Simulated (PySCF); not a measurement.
**InBr: changing the method**

Starting from one script, swap the method and compare what comes out for InBr.

The runs use PySCF 2.14.0; method and basis as typed in the scripts.

1 further run of the same task is left out (for a known fault of the program).

### Step 1. Starting geometry

InBr: 2 atoms, charge 0, spin multiplicity 1.

Bond lengths: In1–Br2 2.255 Å.

### Step 2. The base run

input.py

```python
from pyscf import gto, scf, mp

mol = gto.M(
    atom='In 0 0 0; Br 0 0 2.255',
    basis='lanl2dz',
    ecp={'In': 'lanl2dz', 'Br': 'lanl2dz'},
    charge=0,
    spin=0,
    verbose=4,
)
mf = scf.RHF(mol)
mf.kernel()
mp.MP2(mf).kernel()
mf.dip_moment()
print('orbital energies (hartree):', mf.mo_energy[..., max(0, mol.nelec[1]-3):mol.nelec[0]+3].round(4))
```

Command:

```console
OMP_NUM_THREADS=1 python input.py
```

What it wrote (excerpt; [...] marks lines left out):

```text
[lines on the frontier levels of each cycle are left out]
PySCF version 2.14.0

[INPUT] verbose = 4
[INPUT] num. atoms = 2
[INPUT] num. electrons = 10
[INPUT] charge = 0
[INPUT] spin (= nelec alpha-beta = 2S) = 0
[INPUT] symmetry False subgroup None
[INPUT] Mole.unit = angstrom
[INPUT] Symbol           X                Y                Z      unit          X                Y                Z       unit  Magmom
[INPUT]  1 In     0.000000000000   0.000000000000   0.000000000000 AA    0.000000000000   0.000000000000   0.000000000000 Bohr   0.0
[INPUT]  2 Br     0.000000000000   0.000000000000   2.255000000000 AA    0.000000000000   0.000000000000   4.261332410894 Bohr   0.0

nuclear repulsion = 4.92803611056319
number of shells = 8
number of NR pGTOs = 24
number of NR cGTOs = 16
basis = lanl2dz
ecp = {'In': 'lanl2dz', 'Br': 'lanl2dz'}

******** <class 'pyscf.scf.hf.RHF'> ********
method = RHF
initial guess = minao
damping factor = 0
level_shift factor = 0
DIIS = <class 'pyscf.scf.diis.CDIIS'>
diis_start_cycle = 1
diis_space = 8
diis_damp = 0
SCF conv_tol = 1e-09
SCF conv_tol_grad = None
SCF max_cycles = 50
direct_scf = True
direct_scf_tol = 1e-13
Set gradient conv threshold to 3.16228e-05
Initial guess from minao.
init E= 4.84995108965302
cycle= 1 E= -14.7261884683128  delta_E= -19.6  |g|= 0.631  |ddm|= 4.37
cycle= 2 E= -14.7717899845576  delta_E= -0.0456  |g|= 0.0741  |ddm|= 0.58
cycle= 3 E= -14.7740787085903  delta_E= -0.00229  |g|= 0.0151  |ddm|= 0.158
cycle= 4 E= -14.7742260491404  delta_E= -0.000147  |g|= 0.00275  |ddm|= 0.028
cycle= 5 E= -14.7742341944871  delta_E= -8.15e-06  |g|= 0.000284  |ddm|= 0.0125
cycle= 6 E= -14.7742342853156  delta_E= -9.08e-08  |g|= 4.85e-05  |ddm|= 0.000836
cycle= 7 E= -14.7742342886686  delta_E= -3.35e-09  |g|= 8.84e-06  |ddm|= 0.000189
cycle= 8 E= -14.7742342887969  delta_E= -1.28e-10  |g|= 7.52e-07  |ddm|= 5.19e-05
Extra cycle  E= -14.7742342887976  delta_E= -7.82e-13  |g|= 2.75e-07  |ddm|= 3.01e-06
converged SCF energy = -14.7742342887976

******** <class 'pyscf.mp.mp2.RMP2'> ********
nocc = 5, nmo = 16
E(RMP2) = -14.818124859048  E_corr = -0.043890570250406
E(SCS-RMP2) = -14.8206896383894  E_corr = -0.0464553495917356
E_corr(same-spin) = -0.00716923235625182
E_corr(oppo-spin) = -0.0367213378941542
Dipole moment(X, Y, Z, Debye):  0.00000,  0.00000, -2.41818
orbital energies (hartree): [-0.4194 -0.4194 -0.3124  0.0257  0.0257  0.1107]
```

It took 0.81 s on 1 thread of Arm Neoverse V1, shared host; peak memory 0.11 GiB.

It gives: E(SCF) = -14.774234 Eh, 8 cycles, E(MP2) − E(SCF) = -0.04389 Eh, μ = 2.42 D (of the SCF density).

The bond length is a typed value, not an optimised one.

### Step 3. Revtpss (RKS)

Edit 1 changes functional: none (Hartree–Fock) → revtpss; SCF type: RHF → RKS; step after the SCF: mp2 → analyze.

Changes to input.py since step 2:

```diff
@@ -1,2 +1,2 @@
-from pyscf import gto, scf, mp
+from pyscf import gto, dft
 
@@ -10,5 +10,5 @@
 )
-mf = scf.RHF(mol)
+mf = dft.RKS(mol, xc='revtpss')
 mf.kernel()
-mp.MP2(mf).kernel()
+mf.mulliken_pop()
 mf.dip_moment()
```

Command:

```console
OMP_NUM_THREADS=1 python input.py
```

What it wrote:

```text
[... 20 set-up lines left out, the same as in an earlier log ...]
******** <class 'pyscf.dft.rks.RKS'> ********
method = RKS
[... 12 set-up lines left out, the same as in an earlier log ...]
XC library pyscf.dft.libxc version 7.0.0
    S. Lehtola, C. Steigemann, M. J.T. Oliveira, and M. A.L. Marques.,  SoftwareX 7, 1–5 (2018)
XC functionals = revtpss
    J. P. Perdew, A. Ruzsinszky, G. I. Csonka, L. A. Constantin, and J. Sun.,  Phys. Rev. Lett. 103, 026403 (2009)
    J. P. Perdew, A. Ruzsinszky, G. I. Csonka, L. A. Constantin, and J. Sun.,  Phys. Rev. Lett. 106, 179902 (2011)
    J. P. Perdew, A. Ruzsinszky, G. I. Csonka, L. A. Constantin, and J. Sun.,  Phys. Rev. Lett. 103, 026403 (2009)
    J. P. Perdew, A. Ruzsinszky, G. I. Csonka, L. A. Constantin, and J. Sun.,  Phys. Rev. Lett. 106, 179902 (2011)
radial grids:
    Treutler-Ahlrichs [JCP 102, 346 (1995); DOI:10.1063/1.469408] (M4) radial grids
[... 1 set-up line left out, the same as in an earlier log ...]
becke partition: Becke, JCP 88, 2547 (1988); DOI:10.1063/1.454033
pruning grids: <function nwchem_prune>
grids dens level: 3
symmetrized grids: False
atomic radii adjust function: <function treutler_atomic_radii_adjust>
small_rho_cutoff = 0
[... 2 set-up lines left out, the same as in an earlier log ...]
tot grids = 42304
init E= 4.13289001210152
  HOMO = -0.00989316105492499  LUMO = 0.0568062684435019  gap/eV = 1.81498
cycle= 1 E= -13.9311372009281  delta_E= -18.1  |g|= 1.49  |ddm|= 4.58
  HOMO = -0.21751760974691  LUMO = -0.0602223780832193  gap/eV = 4.28022
cycle= 2 E= -14.3560108374333  delta_E= -0.425  |g|=    1  |ddm|= 4.07
  HOMO = -0.205689614448408  LUMO = -0.0722821140595264  gap/eV = 3.63020
cycle= 3 E= -15.0664966057053  delta_E= -0.71  |g|= 0.0467  |ddm|= 2.91
  HOMO = -0.220925418896109  LUMO = -0.0789397667119828  gap/eV = 3.86363
cycle= 4 E= -15.0671181153876  delta_E= -0.000622  |g|= 0.0258  |ddm|= 0.176
  HOMO = -0.216554745604813  LUMO = -0.0751297211955907  gap/eV = 3.84837
cycle= 5 E= -15.0675757800692  delta_E= -0.000458  |g|= 0.00381  |ddm|= 0.0566
  HOMO = -0.217287321192899  LUMO = -0.0754128222227661  gap/eV = 3.86060
cycle= 6 E= -15.0675835767833  delta_E= -7.8e-06  |g|= 0.000358  |ddm|= 0.0061
  HOMO = -0.217342252922978  LUMO = -0.0754193122467646  gap/eV = 3.86192
cycle= 7 E= -15.0675836469268  delta_E= -7.01e-08  |g|= 1.52e-05  |ddm|= 0.00054
  HOMO = -0.217338978690955  LUMO = -0.0754181964484415  gap/eV = 3.86186
cycle= 8 E= -15.0675836471049  delta_E= -1.78e-10  |g|= 7.25e-07  |ddm|= 5.66e-05
  HOMO = -0.217338704695275  LUMO = -0.0754179508929909  gap/eV = 3.86186
Extra cycle  E= -15.0675836471052  delta_E= -2.63e-13  |g|= 5.26e-07  |ddm|= 4.26e-06
converged SCF energy = -15.0675836471052
 ** Mulliken pop  **
pop of  0 In 5s           0.39844
pop of  0 In 6s           1.53873
pop of  0 In 5px          0.09797
pop of  0 In 5py          0.09797
pop of  0 In 5pz          0.41277
pop of  0 In 6px          0.04032
pop of  0 In 6py          0.04032
pop of  0 In 6pz          0.04080
pop of  1 Br 4s           0.48556
pop of  1 Br 5s           1.47672
pop of  1 Br 4px          0.92064
pop of  1 Br 4py          0.92064
pop of  1 Br 4pz          0.92717
pop of  1 Br 5px          0.94107
pop of  1 Br 5py          0.94107
pop of  1 Br 5pz          0.71982
 ** Mulliken atomic charges  **
charge of    0In =      0.33268
charge of    1Br =     -0.33268
Dipole moment(X, Y, Z, Debye):  0.00000,  0.00000, -1.76260
orbital energies (hartree): [-0.279  -0.279  -0.2173 -0.0754 -0.0754  0.0125]
```

Run time: 1.3 s. Hardware: 1 thread of Arm Neoverse V1, shared host; peak memory 0.14 GiB.

Result: E(SCF) = -15.067584 Eh, 8 cycles, μ = 1.76 D.

### Step 4. B3lyp (RKS)

Edit 2 changes functional: none (Hartree–Fock) → b3lyp; SCF type: RHF → RKS; step after the SCF: mp2 → analyze.

Changes to input.py since step 2:

```diff
@@ -1,2 +1,2 @@
-from pyscf import gto, scf, mp
+from pyscf import gto, dft
 
@@ -10,5 +10,5 @@
 )
-mf = scf.RHF(mol)
+mf = dft.RKS(mol, xc='b3lyp')
 mf.kernel()
-mp.MP2(mf).kernel()
+mf.mulliken_pop()
 mf.dip_moment()
```

Command:

```console
OMP_NUM_THREADS=1 python input.py
```

What it wrote (excerpt; [...] marks lines left out):

```text
[lines on the frontier levels of each cycle are left out]
[... 36 set-up lines left out, the same as in an earlier log ...]
XC functionals = b3lyp
    P. J. Stephens, F. J. Devlin, C. F. Chabalowski, and M. J. Frisch.,  J. Phys. Chem. 98, 11623 (1994)
[... 12 set-up lines left out, the same as in an earlier log ...]
init E= 4.16732767084763
cycle= 1 E= -14.4115595842722  delta_E= -18.6  |g|=  1.2  |ddm|= 4.58
cycle= 2 E= -14.6789833003992  delta_E= -0.267  |g|= 0.833  |ddm|= 3.14
cycle= 3 E= -15.0871931192524  delta_E= -0.408  |g|= 0.0137  |ddm|= 1.98
cycle= 4 E= -15.087312199032  delta_E= -0.000119  |g|= 0.00496  |ddm|= 0.0523
cycle= 5 E= -15.0873297430094  delta_E= -1.75e-05  |g|= 0.000315  |ddm|= 0.0123
cycle= 6 E= -15.0873298217731  delta_E= -7.88e-08  |g|= 2.79e-05  |ddm|= 0.00111
cycle= 7 E= -15.0873298223526  delta_E= -5.8e-10  |g|= 3.6e-06  |ddm|= 9.64e-05
Extra cycle  E= -15.0873298223524  delta_E= 1.56e-13  |g|= 3.57e-06  |ddm|= 1.02e-05
converged SCF energy = -15.0873298223524
 ** Mulliken pop  **
pop of  0 In 5s           0.39846
pop of  0 In 6s           1.54315
pop of  0 In 5px          0.09178
pop of  0 In 5py          0.09178
pop of  0 In 5pz          0.40459
pop of  0 In 6px          0.04060
pop of  0 In 6py          0.04060
pop of  0 In 6pz          0.04088
pop of  1 Br 4s           0.48572
pop of  1 Br 5s           1.47716
pop of  1 Br 4px          0.92560
pop of  1 Br 4py          0.92560
pop of  1 Br 4pz          0.93310
pop of  1 Br 5px          0.94202
pop of  1 Br 5py          0.94202
pop of  1 Br 5pz          0.71694
 ** Mulliken atomic charges  **
charge of    0In =      0.34817
charge of    1Br =     -0.34817
Dipole moment(X, Y, Z, Debye): -0.00000, -0.00000, -1.97840
orbital energies (hartree): [-0.3082 -0.3082 -0.2378 -0.0646 -0.0646  0.0173]
```

It took 0.98 s on 1 thread of Arm Neoverse V1, shared host.

This run: E(SCF) = -15.087330 Eh, 7 cycles, μ = 1.98 D.

### Step 5. ROHF

Edit 3 changes SCF type: RHF → ROHF.

Changes to input.py since step 2:

```diff
@@ -10,3 +10,3 @@
 )
-mf = scf.RHF(mol)
+mf = scf.ROHF(mol)
 mf.kernel()
```

Command:

```console
OMP_NUM_THREADS=1 python input.py
```

What it wrote (excerpt; [...] marks lines left out):

```text
[lines on the frontier levels of each cycle are left out]
[... 20 set-up lines left out, the same as in an earlier log ...]
******** <class 'pyscf.scf.rohf.ROHF'> ********
method = ROHF
[... 12 set-up lines left out, the same as in an earlier log ...]
num. doubly occ = 5  num. singly occ = 0
[... 1 set-up line left out, the same as in an earlier log ...]
init E= 4.84995108965302
cycle= 1 E= -14.7261884683128  delta_E= -19.6  |g|= 0.631  |ddm|= 3.09
cycle= 2 E= -14.7717899845576  delta_E= -0.0456  |g|= 0.0741  |ddm|= 0.41
cycle= 3 E= -14.7740787085903  delta_E= -0.00229  |g|= 0.0151  |ddm|= 0.112
cycle= 4 E= -14.7742260491404  delta_E= -0.000147  |g|= 0.00275  |ddm|= 0.0198
cycle= 5 E= -14.7742341944871  delta_E= -8.15e-06  |g|= 0.000284  |ddm|= 0.00884
cycle= 6 E= -14.7742342853156  delta_E= -9.08e-08  |g|= 4.85e-05  |ddm|= 0.000591
cycle= 7 E= -14.7742342886685  delta_E= -3.35e-09  |g|= 8.84e-06  |ddm|= 0.000133
cycle= 8 E= -14.7742342887969  delta_E= -1.28e-10  |g|= 7.52e-07  |ddm|= 3.67e-05
Extra cycle  E= -14.7742342887976  delta_E= -7.89e-13  |g|= 2.75e-07  |ddm|= 2.13e-06
converged SCF energy = -14.7742342887976

WARN: RMP2 method does not support ROHF method. ROHF object is converted to UHF object and UMP2 method is called.

******** <class 'pyscf.mp.ump2.UMP2'> ********
nocc = (np.int64(5), np.int64(5)), nmo = (16, 16)
E(UMP2) = -14.818124859048  E_corr = -0.0438905702504029
E(SCS-UMP2) = -14.8206896383894  E_corr = -0.0464553495917327
E_corr(same-spin) = -0.00716923235625088
E_corr(oppo-spin) = -0.036721337894152
Dipole moment(X, Y, Z, Debye): -0.00000, -0.00000, -2.41818
orbital energies (hartree): [-0.4194 -0.4194 -0.3124  0.0257  0.0257  0.1107]
```

Run time: 0.83 s. Hardware: 1 thread of Arm Neoverse V1, shared host.

Result: E(SCF) = -14.774234 Eh (no change), 8 cycles, E(MP2) − E(SCF) = -0.04389 Eh, μ = 2.42 D (of the SCF density).

### Step 6. Bhandhlyp (RKS)

Edit 4 changes functional: none (Hartree–Fock) → bhandhlyp; SCF type: RHF → RKS; step after the SCF: mp2 → analyze.

Changes to input.py since step 2:

```diff
@@ -1,2 +1,2 @@
-from pyscf import gto, scf, mp
+from pyscf import gto, dft
 
@@ -10,5 +10,5 @@
 )
-mf = scf.RHF(mol)
+mf = dft.RKS(mol, xc='bhandhlyp')
 mf.kernel()
-mp.MP2(mf).kernel()
+mf.mulliken_pop()
 mf.dip_moment()
```

Command:

```console
OMP_NUM_THREADS=1 python input.py
```

What it wrote (excerpt; [...] marks lines left out):

```text
[lines on the frontier levels of each cycle are left out]
[... 36 set-up lines left out, the same as in an earlier log ...]
XC functionals = bhandhlyp
    A. D. Becke.,  J. Chem. Phys. 98, 1372 (1993)
    Defined through Gaussian implementation.
[... 12 set-up lines left out, the same as in an earlier log ...]
init E= 4.37978262071487
cycle= 1 E= -14.7646901653788  delta_E= -19.1  |g|= 0.782  |ddm|= 4.52
cycle= 2 E= -14.9351074850137  delta_E= -0.17  |g|= 0.42  |ddm|= 1.69
cycle= 3 E= -15.0200793744968  delta_E= -0.085  |g|= 0.0145  |ddm|= 0.774
cycle= 4 E= -15.0203119778129  delta_E= -0.000233  |g|= 0.00269  |ddm|= 0.041
cycle= 5 E= -15.0203191076207  delta_E= -7.13e-06  |g|= 0.000411  |ddm|= 0.00883
cycle= 6 E= -15.0203193294731  delta_E= -2.22e-07  |g|= 3.42e-05  |ddm|= 0.0016
cycle= 7 E= -15.0203193310089  delta_E= -1.54e-09  |g|= 5.06e-06  |ddm|= 0.00016
cycle= 8 E= -15.0203193310227  delta_E= -1.38e-11  |g|= 1.8e-07  |ddm|= 1.22e-05
Extra cycle  E= -15.0203193310228  delta_E= -2.84e-14  |g|= 3.87e-08  |ddm|= 9.13e-07
converged SCF energy = -15.0203193310228
 ** Mulliken pop  **
pop of  0 In 5s           0.39414
pop of  0 In 6s           1.53248
pop of  0 In 5px          0.07980
pop of  0 In 5py          0.07980
pop of  0 In 5pz          0.40298
pop of  0 In 6px          0.03440
pop of  0 In 6py          0.03440
pop of  0 In 6pz          0.05159
pop of  1 Br 4s           0.48181
pop of  1 Br 5s           1.47271
pop of  1 Br 4px          0.92733
pop of  1 Br 4py          0.92733
pop of  1 Br 4pz          0.93194
pop of  1 Br 5px          0.95847
pop of  1 Br 5py          0.95847
pop of  1 Br 5pz          0.73236
 ** Mulliken atomic charges  **
charge of    0In =      0.39041
charge of    1Br =     -0.39041
Dipole moment(X, Y, Z, Debye):  0.00000,  0.00000, -2.24237
orbital energies (hartree): [-0.3557 -0.3557 -0.271  -0.0342 -0.0342  0.0479]
```

Wall time 0.98 s (1 thread of Arm Neoverse V1, shared host).

This run: E(SCF) = -15.020319 Eh, 8 cycles, μ = 2.24 D.

### Step 7. Side by side

```tsv
run	E(SCF) (hartree)	from base (eV)	cycles	gap (eV)	SCF dipole (D)	after the SCF
base	-14.774234	0	8	9.20	2.42	MP2 correlation -1.194 eV
revtpss (RKS)	-15.067584	not comparable	8	3.86	1.76	n/a
b3lyp (RKS)	-15.087330	not comparable	7	4.71	1.98	n/a
ROHF	-14.774234	0.0000	8	n/a	2.42	MP2 correlation -1.194 eV
bhandhlyp (RKS)	-15.020319	not comparable	8	6.44	2.24	n/a
```

Wall time on 1 thread of Arm Neoverse V1, shared host, start-up included: base 0.81 s; revtpss (RKS) 1.3 s; b3lyp (RKS) 0.98 s; ROHF 0.83 s; bhandhlyp (RKS) 0.98 s.

**Reading.** With ROHF the SCF ends at the base energy. The gap between the frontier levels is 3.9 eV with revtpss (0 % exact exchange) and 6.4 eV with bhandhlyp (50 %): exact exchange opens it. Total energies of different functionals can't be compared with each other; differences within one functional can.
